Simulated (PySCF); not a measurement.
# RuHF: relaxation and vibrations of the triplet

The task is one start of a wider search on RuHF: the triplet, from a bent start. It is relaxed, tested by its Hessian and followed downhill if it is a saddle.

Method: PBE0, basis Ru def2-TZVP with ECP28, H def2-TZVP, F def2-TZVP, scalar-relativistic core potentials, no spin–orbit coupling, density fitting; program: PySCF 2.14.0.

### 1 Where the work starts

3 atoms, charge 0, spin multiplicity 3.

Bond lengths: Ru1–H2 1.570 Å, Ru1–F3 1.890 Å. Angles: H2–Ru1–F3 110.0°.

Z-matrix (Å, degrees; charge 0 multiplicity 3):
```
Ru
H  1 1.5700
F  1 1.8900 2 110.00
```

### 2 Finding the electronic state

The steps below are one call of a driver around PySCF. For each, scf.py gives the equivalent set-up of the SCF; relaxations use the driver's own optimiser. After this first run the driver tries any further starts and a stability analysis.

Input file scf.py:

```python
from pyscf import gto, scf, dft
mol = gto.M(atom='''
Ru     0.000000     0.000000     0.000000
H     -1.286100     0.000000     0.900500
F      1.548200     0.000000     1.084100''',
    basis={'Ru': 'def2-TZVP', 'H': 'def2-TZVP', 'F': 'def2-TZVP'},
    ecp={'Ru': 'def2-TZVP'},
    charge=0, spin=2)
mf = dft.UKS(mol, xc='PBE0')
mf.grids.atom_grid = (50, 194)
aux = {'Ru': 'def2-universal-JKFIT', 'H': 'def2-universal-JKFIT', 'F': 'def2-universal-JKFIT'}
mf = mf.density_fit(auxbasis=aux)
mf.conv_tol = 1e-08
mf.diis_space = 10
mf.max_cycle = 60
mf.init_guess = 'minao'
mf.verbose = 4
mf.kernel()
```

On the command line:

```
> OMP_NUM_THREADS=2 python axn.py task.json out
```

What it wrote:

```text
init E= -187.309078619904
[... the frontier-level lines of each cycle are left out ...]
cycle= 1 E= -194.807405503543  delta_E= -7.5  |g|= 0.966  |ddm|= 2.77
cycle= 2 E= -191.167678449146  delta_E= 3.64  |g|= 2.51  |ddm|= 3.29
cycle= 3 E= -195.120940491834  delta_E= -3.95  |g|= 0.459  |ddm|= 3.17
cycle= 4 E= -195.151845383984  delta_E= -0.0309  |g|= 0.429  |ddm|= 0.408
cycle= 5 E= -195.211036419578  delta_E= -0.0592  |g|= 0.0519  |ddm|= 0.21
cycle= 6 E= -195.212768913946  delta_E= -0.00173  |g|= 0.0339  |ddm|= 0.0682
cycle= 7 E= -195.213717094359  delta_E= -0.000948  |g|= 0.0155  |ddm|= 0.0383
cycle= 8 E= -195.214550111641  delta_E= -0.000833  |g|= 0.00795  |ddm|= 0.059
cycle= 9 E= -195.214995014899  delta_E= -0.000445  |g|= 0.00437  |ddm|= 0.0485
cycle= 10 E= -195.215213563191  delta_E= -0.000219  |g|= 0.00326  |ddm|= 0.034
cycle= 11 E= -195.215341927508  delta_E= -0.000128  |g|= 0.00246  |ddm|= 0.0264
cycle= 12 E= -195.215461989898  delta_E= -0.00012  |g|= 0.00203  |ddm|= 0.0299
cycle= 13 E= -195.21557126544  delta_E= -0.000109  |g|= 0.00139  |ddm|= 0.0366
cycle= 14 E= -195.215641941187  delta_E= -7.07e-05  |g|= 0.000698  |ddm|= 0.0432
cycle= 15 E= -195.215650185807  delta_E= -8.24e-06  |g|= 0.000387  |ddm|= 0.0122
cycle= 16 E= -195.215652382451  delta_E= -2.2e-06  |g|= 0.000276  |ddm|= 0.00493
cycle= 17 E= -195.215654016958  delta_E= -1.63e-06  |g|= 0.000226  |ddm|= 0.00565
cycle= 18 E= -195.215654910492  delta_E= -8.94e-07  |g|= 0.000178  |ddm|= 0.00295
cycle= 19 E= -195.215655524831  delta_E= -6.14e-07  |g|= 9.23e-05  |ddm|= 0.00337
cycle= 20 E= -195.215655725017  delta_E= -2e-07  |g|= 4.19e-05  |ddm|= 0.00247
cycle= 21 E= -195.215655742777  delta_E= -1.78e-08  |g|= 1.52e-05  |ddm|= 0.000726
cycle= 22 E= -195.215655743966  delta_E= -1.19e-09  |g|= 7.12e-06  |ddm|= 0.000111
Extra cycle  E= -195.215655744139  delta_E= -1.72e-10  |g|= 6.48e-06  |ddm|= 2.33e-05
converged SCF energy = -195.215655744139  <S^2> = 2.0221125  2S+1 = 3.0147057
```

This step, with its further starts and checks, ran for 11 s (2 threads of Arm Neoverse V1, shared host).

The starts that the driver tried:

```tsv
start	energy (Eh)
the minimal-basis guess	-195.215656
a thermally smeared density	-195.215656
a smeared PBE density	-195.215656
```

No lower solution of this spin turned up from the other starts or in the test of internal stability.

### 3 Relaxing the triplet from the bent start

The program finds Cs symmetry in the start, which this walk keeps.

Edit scf.py of step 2 so:

```diff
@@ -3,3 +3,3 @@
-Ru     0.000000     0.000000     0.000000
-H     -1.286100     0.000000     0.900500
-F      1.548200     0.000000     1.084100''',
+Ru    -0.230638     0.000000    -0.176389
+H     -1.516738     0.000000     0.724111
+F      1.317562     0.000000     0.907711''',
@@ -16 +15,0 @@
-mf.init_guess = 'minao'
```

The optimiser's trace:

```tsv
step	energy (Eh)	change (kJ/mol)	largest symmetric gradient (Eh/bohr)
0	-195.215656	0.00	0.01564
1	-195.216868	-3.18	0.00286
2	-195.217073	-3.72	0.00242
3	-195.217101	-3.80	0.00103
4	-195.217104	-3.80	0.00024
```

The walk took 7.2 s.

Positions (Å) and forces (eV/Å) along the way:

```
step 0
Ru  -0.231   0.000  -0.176   0.560   0.000   0.271
H   -1.517   0.000   0.724   0.246   0.000   0.076
F    1.318   0.000   0.908  -0.806   0.000  -0.347
step 1
Ru  -0.221   0.000  -0.195   0.004   0.000  -0.035
H   -1.477   0.000   0.741   0.145   0.000   0.018
F    1.268   0.000   0.910  -0.149   0.000   0.017
step 2
Ru  -0.220   0.000  -0.213  -0.118   0.000  -0.050
H   -1.450   0.000   0.752   0.072   0.000  -0.032
F    1.240   0.000   0.916   0.046   0.000   0.082
step 3
Ru  -0.222   0.000  -0.221  -0.046   0.000   0.008
H   -1.440   0.000   0.756   0.032   0.000  -0.037
F    1.233   0.000   0.920   0.015   0.000   0.029
step 4
Ru  -0.223   0.000  -0.221  -0.006   0.000   0.011
H   -1.438   0.000   0.756   0.008   0.000  -0.023
F    1.232   0.000   0.921  -0.002   0.000   0.012
```

It settles in Cs symmetry, 3.8 kJ/mol below the start, after 4 steps: Ru–F 1.850 Å, Ru–H 1.559 Å; F–Ru–H 103.1°.

### 4 Is it a minimum? Harmonic modes

The point is checked on the finer grid, and tightened if its gradient asks for it. The Hessian and the dipole derivatives come from central differences of analytic gradients, with steps of 0.02 bohr.

Edit scf.py of step 3 so:

```diff
@@ -3,3 +3,3 @@
-Ru    -0.230638     0.000000    -0.176389
-H     -1.516738     0.000000     0.724111
-F      1.317562     0.000000     0.907711''',
+Ru    -0.217144     0.000000    -0.183482
+H     -1.433825     0.000000     0.789834
+F      1.241178     0.000000     0.955119''',
@@ -10 +10 @@
-mf.grids.atom_grid = (50, 194)
+mf.grids.atom_grid = (75, 302)
@@ -13 +13 @@
-mf.conv_tol = 1e-08
+mf.conv_tol = 1e-10
```

The driver hands on the density of the step before, so the log starts near convergence.

SCF at the final geometry:

```text
init E= -195.217132094673
[... the frontier-level lines of each cycle are left out ...]
cycle= 1 E= -195.217132094675  delta_E= -1.19e-12  |g|= 1.01e-06  |ddm|= 2.35e-06
Extra cycle  E= -195.217132094675  delta_E= -7.96e-13  |g|= 2.06e-06  |ddm|= 2.4e-06
converged SCF energy = -195.217132094675  <S^2> = 2.0162077  2S+1 = 3.0107858
```

The whole step took 42 s.

Geometry: Cs; Ru–F 1.850 Å, Ru–H 1.558 Å; F–Ru–H 103.4°.

Harmonic modes (main isotopes):

```
symmetry  ω (cm⁻¹)  IR (km/mol)  μ (u)
      a'       571         51.6   1.07
      a'       630          105  17.55
      a'      2139          107   1.02
```

All wavenumbers are real: a minimum.

Constants and moments:

```yaml
Dipole_moment: 3.77 D
Highest_occupied_level: -6.33 eV
Lowest_empty_level: -2.81 eV
Rotational_constants: 7.398, 0.3051, 0.293 cm⁻¹
Zero-point_energy: 20.0 kJ/mol
Principal_polarisabilities: 29.7, 33.0, 39.0 bohr³
Atomisation_energy_without_zero-point_energy: 645 kJ/mol
Principal_traceless_quadrupole_moments_about_the_centre_of_mass: -3.09, 0.68, 2.41 D Å
Entropy_at_298.15_K_and_1_bar_electronic_part_spin_only: 267.1 J/(mol K)
Heat_capacity_Cp_at_298.15_K: 41.9 J/(mol K)
Enthalpy_at_298.15_K_above_0_K: 10.76 kJ/mol
Rotational_symmetry_number: 1
Spin_squared_⟨S²⟩: 2.016
```

Charges (e) and bond orders:

```json
{"atom": "Ru1", "Mulliken": "0.52", "Löwdin": "0.32", "polar tensor": "0.99", "spin (Mulliken)": "2.02", "Mayer order to Ru1": "–"}
{"atom": "H2", "Mulliken": "-0.02", "Löwdin": "-0.01", "polar tensor": "-0.24", "spin (Mulliken)": "-0.08", "Mayer order to Ru1": "1.00"}
{"atom": "F3", "Mulliken": "-0.51", "Löwdin": "-0.31", "polar tensor": "-0.74", "spin (Mulliken)": "0.05", "Mayer order to Ru1": "0.82"}
```

Mulliken populations on Ru1 (outside its core potential): s 2.47, p 6.17, d 6.84, f 0.01.

### 5 Summary of results

| quantity | value |
| --- | --- |
| minimum | triplet, Cs |
| geometry | Ru–F 1.850 Å, Ru–H 1.558 Å; F–Ru–H 103.4° |
| wavenumbers (cm⁻¹) | 571 (a'), 630 (a'), 2139 (a') |
| dipole moment | 3.77 D |
| highest occupied, lowest empty level (either spin) | -6.33, -2.81 eV |
| polar-tensor charge of Ru1 | +0.99 e |
| zero-point energy | 20.0 kJ/mol |
| entropy at 298.15 K | 267.1 J/(mol K) |
| atomisation energy (no zero-point energy) | 645 kJ/mol |
| ⟨S²⟩ | 2.016 |

**Reading.** The molecule stays Cs, as typed, and the end point is a minimum. In the infrared the band at 2139 cm⁻¹ (a', stretch) leads. Most of the spin sits on Ru1 (Mulliken spin 2.02, against 2 for the whole molecule). Other starts or spin states, not run here, may lie lower. One determinant may miss the lowest occupation of an open d or f shell.

The search up to here took 60 s.
